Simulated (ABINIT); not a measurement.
## MnPt2: single point with PBEsol

MnPt2:

```
CELL_PARAMETERS angstrom
2.85840 0.00000 0.00000
-1.42920 2.47545 0.00000
0.00000 0.00000 6.53250
ATOMIC_POSITIONS crystal
Pt 0.66667 0.33333 0.31621
Pt 0.33333 0.66667 0.68379
Mn 0.00000 0.00000 0.00000
```

The cell comes from a database or a generator and needn't be the stable form of this composition.

```json
{
 "Program": "ABINIT 10.8.3 (patched build)",
 "Task": "single point",
 "Functional": "PBEsol",
 "Potentials or basis": "JTH PAW PBE v2.0",
 "Cutoff": "707 eV",
 "k mesh": "11 × 11 × 4",
 "Occupations": "fermi-dirac, width 0.05 eV",
 "Spin": "collinear spin, ferromagnetic start",
 "Starting moments": "[0.0, 0.0, 4.0] μB",
 "Fine-grid cutoff": "1306.15 eV"
}
```

- Pressure: -8.4 GPa
- Largest force: 0.040 eV/Å
- Band gap on the k mesh: none (metal or under the smearing width)
- Net moment: 4.52 μB per cell
- Site moments: Pt +0.31; Mn +3.65 μB
- Valence electrons inside the program's atomic spheres: Pt 8.56; Mn 13.12

Forces on the atoms (eV/Å):
```
Pt   0.000  0.000  0.040
Pt   0.000  0.000 -0.040
Mn   0.000  0.000  0.000
```

Stress tensor (GPa, compression positive):
```
-9.34  0.00  0.00
 0.00 -9.34  0.00
 0.00  0.00 -6.62
```

Levels at points of the mesh, in eV from the Fermi level:
Spin up:
| k point | band 17 | band 18 | band 19 | band 20 | band 21 | band 22 | band 23 |
| --- | --- | --- | --- | --- | --- | --- | --- |
| (0.00, 0.00, 0.00) | -1.55 | -1.55 | -1.07 | -1.07 | -0.79 | -0.79 | 10.06 |
| (0.00, 0.00, 0.50) | -1.76 | -1.72 | -1.72 | -0.13 | -0.13 | 0.18 | 6.02 |
Spin down:
```tsv
k point	band 12	band 13	band 14	band 15	band 16	band 17	band 18	band 19	band 20	band 21
(0.00, 0.00, 0.00)	-2.78	-2.38	-1.86	-1.86	-0.90	-0.90	0.70	1.34	1.34	2.20
(0.00, 0.00, 0.50)	-3.05	-1.57	-1.57	-1.41	-1.41	0.28	0.48	1.39	1.39	2.37
```

It took 9.1 min on 1 thread of Arm Neoverse V2 (shared host), peak memory 0.3 GiB.

Caveat: the PAW data sets were made with another functional, which shifts forces and pressure a little. The run has no spin-orbit coupling, so splittings on Pt are missing.
